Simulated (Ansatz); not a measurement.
**F (diamond type): a single-point run**

The task is a single-point run on F (diamond type). The structure is shown as the input types it.

Program: Ansatz 0.2.0. Level of theory: DFT, r2SCAN, PAW with Ansatz's default frozen-core files, scalar-relativistic. These are calculated values, not measurements.

## Step 1: The starting structure

The structure is trigonal, space group R-3m (No. 166). Conventional cell: a = 3.582 Å, b = 3.582 Å, c = 8.774 Å, α = 90.00°, β = 90.00°, γ = 120.00°. F (site symmetry 3m) is surrounded by 1 F at 1.93 Å.

Structure file:

```cif
data_structure
_symmetry_space_group_name_H-M 'P 1'
_symmetry_Int_Tables_number 1
_cell_length_a 3.5821
_cell_length_b 3.5821
_cell_length_c 3.5821
_cell_angle_alpha 60.000
_cell_angle_beta 60.000
_cell_angle_gamma 60.000
_cell_volume 32.50
loop_
_atom_site_label
_atom_site_type_symbol
_atom_site_fract_x
_atom_site_fract_y
_atom_site_fract_z
_atom_site_occupancy
F1 F 0.83000 0.89000 0.89000 1
F2 F 0.17000 0.11000 0.11000 1
```

## Step 2: Input and run

Input file input.yaml:

```yaml
crystal:
  lattice:
    - [0.0, 2.5328985096, 2.5328985096]
    - [2.5328985096, 0.0, 2.5328985096]
    - [2.5328985096, 2.5328985096, 0.0]
  atoms:
    - { symbol: F, position: [-0.17, -0.11, -0.11] }
    - { symbol: F, position: [0.17, 0.11, 0.11] }
kpoints:
  mp_grid: { grid: [10, 10, 10] }
scf:
  occupations: { method: fixed }
  max_iter: 100
hamiltonian:
  xc: r2scan
  pseudopotentials: { kind: paw }
output:
  forces: true
  stress: true
  eigenvalues: true
  efg: { contact_densities: true }
  populations: true
```

Launch:

```bash
$ ansatz run input.yaml --threads 1 --pin off --max-ram 2048MiB --backend cpu --events-out ev --progress --plain --runs-dir out
```

Q: Will this input give a usable result? If not, why, and what should change?

The run converged and reported no error, with warnings (band overlap at count, metallic iterate). It gives a largest force of 3.8 eV/Å, which is large; a structure far from rest gives such values too, whatever the setting.

The suspect setting: scf.occupations.method is fixed; scf.occupations.width is missing. What could go wrong: fixed occupations where they can't hold. The run converged, but that does not make its result sound.

To check: set scf.occupations.method to fermi_dirac and scf.occupations.width to 0.05.
